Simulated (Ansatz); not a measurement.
# H7NOSi2: the cost of one run

Program: Ansatz 0.2.0, Gaussian basis. Level of theory: PBE0-D4/def2-TZVP structures, single points in def2-TZVPP, no counterpoise correction. These are calculated values, not measurements.

Levels: SPW92, PBE-D4, BLYP-D4, r2SCAN-D4, B97M-V, PBE0-D4, B3LYP-D4, r2SCAN0-D4, BHLYP-D4, CAM-B3LYP-D4, wB97X-V, wB97M-V, B2PLYP, PBE-QIDH, RPA on PBE, Hartree-Fock, MP2, CCSD, CCSD(T).

Correlated methods freeze the cores. B3LYP uses VWN-RPA correlation. B2PLYP carries no dispersion term here.

94 further runs of the same task are left out: 94 set aside as unsound or not needed.

**1. Where the work starts**

The complex: 13 atoms, charge 0, spin multiplicity 1.

Atoms are counted from 1 here; the program's logs count them from 0.

Bond lengths: Si1–H3 1.484 Å, Si1–H4 1.479 Å, Si1–N5 1.703 Å, Si1–O7 1.643 Å, H2–H6 0.747 Å, N5–H9 1.006 Å, N5–H10 1.006 Å, O7–Si8 1.634 Å, Si8–H11 1.487 Å, Si8–H12 1.489 Å, Si8–H13 1.483 Å. Angles: H3–Si1–H4 112.9°, H3–Si1–N5 106.5°, H3–Si1–O7 108.1°, H4–Si1–N5 108.9°, H4–Si1–O7 105.1°, N5–Si1–O7 115.5°, Si1–N5–H9 122.1°, Si1–N5–H10 122.6°, H9–N5–H10 112.2°, Si1–O7–Si8 142.1°, O7–Si8–H11 110.2°, O7–Si8–H12 110.8°, O7–Si8–H13 108.7°, H11–Si8–H12 108.6°, H11–Si8–H13 109.2°, H12–Si8–H13 109.3°.

Geometry (Å):

```tsv
atom	x (Å)	y (Å)	z (Å)
Si1	-1.1686	0.7340	0.1946
H2	0.5325	-1.8880	2.4201
H3	-1.7694	1.7426	-0.7127
H4	-2.1691	0.0697	1.0586
N5	-0.0593	1.5707	1.1791
H6	0.4032	-1.7835	1.6920
O7	-0.5317	-0.4683	-0.7271
Si8	0.7007	-0.7942	-1.7486
H9	0.4649	2.3601	0.8427
H10	0.3566	1.1601	1.9980
H11	1.8881	-1.2635	-0.9867
H12	1.0809	0.4196	-2.5223
H13	0.2709	-1.8593	-2.6875
```

Its parts: H₇NOSi₂ holds atoms 1, 3, 4, 5, 7, 8, 9, 10, 11, 12, 13; H₂ holds atoms 2, 6. Each part counts its atoms afresh in its own runs.

**2. Relaxing H₇NOSi₂ alone**

Input file relax-a/in.yaml:

```yaml
crystal:
  periodic: [false, false, false]
  atoms:
    - {symbol: Si, position_ang: [-1.168585, 0.734027, 0.194612]}
    - {symbol: H, position_ang: [-1.769409, 1.742562, -0.712696]}
    - {symbol: H, position_ang: [-2.169088, 0.069682, 1.058593]}
    - {symbol: N, position_ang: [-0.059256, 1.570663, 1.179133]}
    - {symbol: O, position_ang: [-0.531674, -0.468255, -0.727150]}
    - {symbol: Si, position_ang: [0.700749, -0.794236, -1.748620]}
    - {symbol: H, position_ang: [0.464924, 2.360147, 0.842661]}
    - {symbol: H, position_ang: [0.356584, 1.160074, 1.997954]}
    - {symbol: H, position_ang: [1.888055, -1.263456, -0.986707]}
    - {symbol: H, position_ang: [1.080884, 0.419606, -2.522336]}
    - {symbol: H, position_ang: [0.270878, -1.859296, -2.687456]}
basis:
  gaussian: {orbitals: def2-TZVP}
hamiltonian: {xc: pbe0, dispersion: d4}
relax: {f_tol: 0.005, max_steps: 200}
```

On the command line:

```
$ ansatz run in.yaml --threads 8 --pin off --events-out ev --progress --plain --max-ram 19148MiB
```

**Question.** How long does this run take on 8 threads of Intel Xeon Platinum 8259CL at 2.50GHz, shared host?

About 25 s.
